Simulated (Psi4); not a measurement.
# BiH2F (SMILES [H][Bi]([H])[F]): a first try and a second

Aim: a single-point energy of BiH2F at UB86bPBE/def2-TZVP (core potential).

The results are computed with Psi4 1.11.

2 further runs of the same task are left out: 1 that didn't finish, 1 set aside as unsound or not needed.

## Step 1: Starting point

BiH2F: 4 atoms, total charge 0, spin state singlet. As SMILES, `[H][Bi]([H])[F]`. Geometry: a GFN2-xTB relaxation, a rough one for these elements and not checked as a minimum.

Bond lengths: Bi1–F4 2.086 Å, Bi1–H2 1.769 Å, Bi1–H3 1.768 Å. Angles: H2–Bi1–F4 90.5°, H3–Bi1–F4 90.5°, H2–Bi1–H3 87.9°.

## Step 2: The input as first written

job.inp

```
memory 1.6 GB

molecule {
  0 1
  Bi
  H 1 r2
  H 1 r3 2 a3
  F 1 r4 3 a4 2 d4

  r2 = 1.768523
  r3 = 1.768169
  a3 = 87.94325
  r4 = 2.086254
  a4 = 90.52848
  d4 = -90.47892
  symmetry c2h
  no_reorient
  no_com
}

set globals {
  reference uks
  scf_type  pk
}

energy_value, wavefunction = energy("b86bpbe/def2-TZVP", return_wfn=True)
```

Run with:

```
$ psi4 -i job.inp -o job.out -n 1
```

job.out:

```text
Psi4 1.11 release

Molecule: geometry: Molecule is not complete, please use 'update_geometry'
                    once all variables are set.

RuntimeError:
Fatal Error: User specified point group (C2h(Z)) is not a subgroup of the highest detected point group (C1). If this is because the symmetry increased, try to start the calculation again from the last geometry, after checking any symmetry-dependent input, such as DOCC.

Printing out the relevant lines from the Psithon --> Python processed input file:
      no_com
    """)
    core.IO.set_default_namespace("")
    core.set_global_option("REFERENCE", "uks")
    core.set_global_option("SCF_TYPE", "pk")
--> energy_value, wavefunction = energy("b86bpbe/def2-TZVP", return_wfn=True)

!----------------------------------------------------------------------------------!
!                                                                                  !
! Fatal Error: User specified point group (C2h(Z)) is not a subgroup of the        !
!     highest detected point group (C1). If this is because the symmetry           !
!     increased, try to start the calculation again from the last geometry, after  !
!     checking any symmetry-dependent input, such as DOCC.                         !
!                                                                                  !
!----------------------------------------------------------------------------------!

    Psi4 run time: 0:00:00.28
```

It took 1.6 s on 1 thread of Intel Xeon Platinum 8259CL at 2.50GHz (Skylake/Cascade Lake), shared host; peak memory 0.13 GiB.

## Step 3: Reading the log

The program refused the input.

The log says `Fatal Error: User specified point group`. The fault: the symmetry typed doesn't match the structure or state. To mend it: symmetry c1 in place of c2h.

## Step 4: The mended input

job.dat

```
memory 1.6 GB

molecule {
  Bi
  H 1 R2
  H 1 R3 2 A3
  F 1 R4 3 A4 2 D4

  R2 = 1.768523
  R3 = 1.768169
  A3 = 87.94325
  R4 = 2.086254
  A4 = 90.52848
  D4 = -90.47892
  units angstrom
  symmetry c1
  no_reorient
  no_com
}

set globals {
  reference uks
  scf_type pk
}

result, w = energy('b86bpbe/def2-TZVP', return_wfn=True)
print_variables()
```

Run with:

```
$ psi4 -n 1 job.dat job.out
```

job.out:

```text
[...]
    !!!  WARNING: ECP capability is in beta. Please check occupations closely.  !!!
[...]
  Running in c1 symmetry.
[...]
  Nuclear repulsion =   69.954024332061067
[...]
  Multiplicity = 1
[...]
  Nalpha       = 17
  Nbeta        = 17
[...]
    Number of basis functions: 93
[...]
   @UKS iter   1:  -315.53665335857795   -1.54801e+00   8.45179e-03 ADIIS/DIIS
[...]
   @UKS iter   9:  -315.80160848784305   -2.98738e-08   8.13371e-07 DIIS
[...]
   @S^2 Observed:                4.263256415E-14
[...]
    Orbital Energies [Eh]
    ---------------------
    Alpha Occupied:
       1A    -24.203077     2A     -5.810204     3A     -3.585009
       4A     -3.580223     5A     -3.576956     6A     -1.039449
       7A     -1.013844     8A     -1.010878     9A     -1.010149
      10A     -1.005978    11A     -0.967947    12A     -0.577903
      13A     -0.339024    14A     -0.322881    15A     -0.309023
      16A     -0.277216    17A     -0.256534
    Alpha Virtual:
      18A     -0.099780    19A     -0.038616    20A     -0.016431
      21A      0.092551    22A      0.093444    23A      0.127422
      24A      0.152766    25A      0.189480    26A      0.190257
[...]
  @UKS Final Energy:  -315.80160848784305
   => Energetics <=
    Nuclear Repulsion Energy =             69.9540243320610671
    One-Electron Energy =                -653.6870868360610984
    Two-Electron Energy =                 296.3543890936162484
    DFT Exchange-Correlation Energy =     -28.4229350774593001
    Empirical Dispersion Energy =           0.0000000000000000
    VV10 Nonlocal Energy =                  0.0000000000000000
    Total Energy =                       -315.8016084878430547
[...]
 Multipole Moments:
 ------------------------------------------------------------------------------------
     Multipole            Electronic (a.u.)      Nuclear  (a.u.)        Total (a.u.)
 ------------------------------------------------------------------------------------
 L = 1.  Multiply by 2.5417464519 to convert [e a0] to [Debye]
 Dipole X            :        -25.8028646           24.4076722           -1.3951924
 Dipole Y            :         -2.8385374            2.6240303           -0.2145071
 Dipole Z            :         -2.9576008            2.7341899           -0.2234109
 Magnitude           :                                                    1.4291562
[...]
```

It took 9 s on 1 thread of Intel Xeon Platinum 8259CL at 2.50GHz (Skylake/Cascade Lake), shared host; peak memory 0.54 GiB.

## Step 5: What came out

Level: UB86bPBE/def2-TZVP (core potential).

| quantity | value |
| --- | --- |
| total energy | -315.80161 Eh |
| dipole moment | 3.63 D |
| HOMO energy | -6.98 eV |
| LUMO energy | -2.72 eV |
| HOMO–LUMO gap | 4.27 eV |
